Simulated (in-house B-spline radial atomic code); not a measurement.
# Bi⁵⁰⁺: Hartree-Fock with and without relativity

How do the shells of Bi⁵⁰⁺ move when the Schrödinger Hamiltonian gives way to Dirac's?

Program: in-house B-spline radial atomic code version 1. Level of theory: Hartree-Fock averaged over the configuration, non-relativistic (point nucleus) and Dirac-Coulomb (finite nucleus); spherical all-electron atom at the radial basis limit. These are calculated values, not measurements, unless marked.

## Step 1: What is computed

```
element       : bismuth (Z = 83)
charge        : +50
electrons     : 33
configuration : [Ar] 3d10 4s2 4p3
nucleus       : point (non-relativistic run); Fermi, rms radius 5.521 fm (Dirac runs)
```

The outer shells:

[Ar] 3d10 4s2 4p3
```
[Ar] core
3d [↑↓][↑↓][↑↓][↑↓][↑↓]
4s [↑↓]
4p [↑ ][↑ ][↑ ]
```

The boxes draw the filling by Hund's rule, which heavy ions in jj coupling don't follow; these runs average over all states of the configuration.

## Step 2: Non-relativistic run

Settings of the run:

```ini
Z = 83
electrons = 33.0
configuration = [Ar] 3d10 4s2 4p3
hamiltonian = nr
method = hf
spin_polarised = False
```

## Step 3: Dirac-Coulomb run

Settings of the run:

```ini
Z = 83
electrons = 33.0
configuration = [Ar] 3d10 4s2 4p3
hamiltonian = dirac
method = hf
spin_polarised = False
nucleus = fermi
rms_radius = 5.5211
mass_number = 209
atomic_mass = 208.980398599
speed_of_light = 137.035999084
```

## Step 4: Dirac-Coulomb run in the lowest jj configuration, 1s2 2s2 2p6 3s2 3p6 3d10 4s2 4p-2 4p+1

In configurations, a minus sign after the shell means j = l − 1/2 and a plus sign j = l + 1/2; the count of electrons follows.

Changes to the settings of step 3:

```diff
@@ -2,3 +2,3 @@
 electrons = 33.0
-configuration = [Ar] 3d10 4s2 4p3
+configuration = 1s2 2s2 2p6 3s2 3p6 3d10 4s2 4p-2 4p+1
 hamiltonian = dirac
```

Before running: How much does each shell's level and mean radius change with the Dirac Hamiltonian, and the total energy?

As calculated:

Levels and radii; the Dirac values are averaged over j with the occupations as weights.

| shell | ε non-rel. (eV) | ε Dirac (eV) | <r> non-rel. (bohr) | <r> Dirac (bohr) | change of <r> (%) |
| --- | --- | --- | --- | --- | --- |
| 1s | -84293.4 | -93833.8 | 0.01823 | 0.01579 | -13.38 |
| 2s | -16576.8 | -19187.6 | 0.07645 | 0.06564 | -14.13 |
| 2p | -16056.5 | -16963.6 | 0.06463 | 0.05984 | -7.40 |
| 3s | -5896.90 | -6598.71 | 0.1880 | 0.1679 | -10.68 |
| 3p | -5654.13 | -5936.88 | 0.1788 | 0.1687 | -5.62 |
| 3d | -5217.92 | -5219.06 | 0.1555 | 0.1534 | -1.37 |
| 4s | -2896.44 | -3145.41 | 0.3664 | 0.3366 | -8.14 |
| 4p | -2791.93 | -2899.64 | 0.3616 | 0.3463 | -4.22 |

**Reading.** The Dirac run lies -1458.32 hartree (-8 %) from the non-relativistic one; the finite nucleus has a part in that. The first-order mass-velocity and Darwin terms of the non-relativistic run add up to -1182.09 hartree, 81 % of it. Averaged over j, the 2s shell contracts most (-14.13 %). Spin-orbit coupling splits the 4p level by 180.39 eV and the 2p level by 2329.88 eV. The lowest jj configuration lies 178.01 eV below the average over the whole configuration. Breit terms add 24.2 hartree and QED terms 17.5 hartree.
